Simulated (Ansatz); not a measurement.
# BCl2H3O2: the cost of one run

Program: Ansatz 0.2.0. Level of theory: RHF/def2-SVP. These are calculated values, not measurements.

## (1) The starting structure

Bond lengths: B1–O2 1.760 Å, O2–H3 1.010 Å, B1–O4 1.410 Å, O4–H5 1.010 Å, B1–Cl6 1.860 Å, B1–Cl7 2.160 Å, O2–H8 1.123 Å, Cl7–H8 1.362 Å. Angles: B1–O2–H3 109.5°, B1–O2–H8 85.7°, H3–O2–H8 110.2°, O2–B1–O4 120.0°, O2–B1–Cl6 120.0°, O2–B1–Cl7 71.6°, O4–B1–Cl6 120.0°, O4–B1–Cl7 96.8°, Cl6–B1–Cl7 101.3°, B1–O4–H5 109.5°, B1–Cl7–H8 65.3°, O2–H8–Cl7 137.3°.

Coordinates:

```xyz
8

B     0.0000    0.0000    0.0000
O     0.0000    0.0000    1.7600
H    -0.9095   -0.2814    2.0971
O     1.2211    0.0000   -0.7050
H     1.5209   -0.9519   -0.8599
Cl   -1.6108    0.0000   -0.9300
Cl    0.0968    2.0475    0.6811
H     0.0529    1.1186    1.6763
```

## (2) A restrained relaxation towards end A

Springs on the bonds that form and break draw the guess towards this end; the thresholds are loose.

The input, input.yaml:

```yaml
crystal:
  periodic: [false, false, false]
  atoms:
    - { symbol: B, position_ang: [0.0, 0.0, 0.0] }
    - { symbol: O, position_ang: [0.0, 0.0, 1.76] }
    - { symbol: H, position_ang: [-0.9095, -0.2814, 2.0971] }
    - { symbol: O, position_ang: [1.2211, 0.0, -0.705] }
    - { symbol: H, position_ang: [1.5209, -0.9519, -0.8599] }
    - { symbol: Cl, position_ang: [-1.6108, 0.0, -0.93] }
    - { symbol: Cl, position_ang: [0.0968, 2.0475, 0.6811] }
    - { symbol: H, position_ang: [0.0529, 1.1186, 1.6763] }
basis:
  gaussian: { orbitals: def2-SVP }
hamiltonian:
  xc: hf
relax:
  f_tol: 0.15
  max_steps: 25
  restrain:
    - { distance: [0, 6], at: 3.06, k: 30.0 }
    - { distance: [7, 1], at: 2.21, k: 30.0 }
    - { distance: [0, 1], at: 1.41, k: 30.0 }
    - { distance: [7, 6], at: 1.37, k: 30.0 }
```

Launch:

```bash
$ ansatz run input.yaml --threads 1 --pin off --max-ram 2048MiB --backend cpu --events-out ev --progress --plain --runs-dir out
```

**Question.** How long does this run take on 1 thread of Arm Neoverse V2, shared host, and how much memory does it need?

About 17 s, with a peak of 0.18 GiB.
